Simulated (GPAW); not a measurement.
Runs of GPAW 26.7.0 on Cd2S. The structure is trigonal, space group P3m1 (No. 156). The conventional cell has a = 3.963 Å, b = 3.963 Å, c = 5.809 Å, α = 90.00°, β = 90.00°, γ = 120.00°. Cd (site symmetry 3m) has 1 S at 2.52 Å as nearest neighbours. Cd (site symmetry 3m) is surrounded by 3 S at 2.60 Å. S (site symmetry 3m) is surrounded by 4 Cd at 2.52 to 2.60 Å. The cell comes from a database or a generator and needn't be the stable form of this composition.

```tsv
task	level	potentials or basis	k mesh	cutoff (eV)	smearing	maxiter	band path	band points	response ecut	frequency	mesh quality	gap on the mesh (eV)	pressure (GPa)	largest force (eV/Å)
band structure	PBEsol	PAW data sets generated in the run's folder for this functional, pw	6 × 6 × 4	600	fermi-dirac 0.05 eV	150	GMKGALHA,LM,KH	60	-	-	not flagged	-	-3.3	0.12
single point	PBE	GPAW PAW data sets (gpaw-data 1.2.1), pw	8 × 8 × 5	600	fermi-dirac 0.05 eV	150	-	-	-	-	not flagged	0.24	-0.4	0.07
band structure	LDA	the program's PAW data sets (release 1.2.1) made for this functional, pw	6 × 6 × 4	600	fermi-dirac 0.05 eV	150	GMKGALHA,LM,KH	60	-	-	not flagged	-	-5.2	0.15
band structure	PBE	GPAW PAW data sets (gpaw-data 1.2.1), pw	6 × 6 × 4	600	fermi-dirac 0.05 eV	150	GMKGALHA,LM,KH	60	-	-	not flagged	-	-0.5	(b)
single point	TB-mBJ	GPAW PAW data sets for LDA (gpaw-data 1.2.1), pw	6 × 6 × 4	600	fermi-dirac 0.05 eV	150	-	-	-	-	not flagged	0.24	-	-
band structure	r2SCAN	GPAW PAW data sets (gpaw-data 1.2.1), pw	6 × 6 × 4	600	fermi-dirac 0.05 eV	150	GMKGALHA,LM,KH	60	-	-	not flagged	-	-2.0	(c)
single point	LDA	the program's PAW data sets (release 1.2.1) made for this functional, pw	6 × 6 × 4	450	fermi-dirac 0.05 eV	120	-	-	-	-	not flagged	(d)	(a)	0.15
```

Alike in all rows: no spin polarisation; cell as given.

Question: Fill in the values left out.

Answer: (a) -6.3; (b) 0.06; (c) 0.02; (d) 0.08.

Caveats: the PAW data sets were made with another functional, which shifts forces and pressure a little (some runs); an odd mesh through Γ misses points on the zone boundary, where band edges often lie (some runs); a model potential gives levels but no total energy (some runs); the cutoff is short for stress and forces, so pressures can be off by a GPa or more (some runs).

A k mesh can miss the band edges, and the runs leave out spin-orbit coupling on Cd.

Not every run made on this cell is shown here.
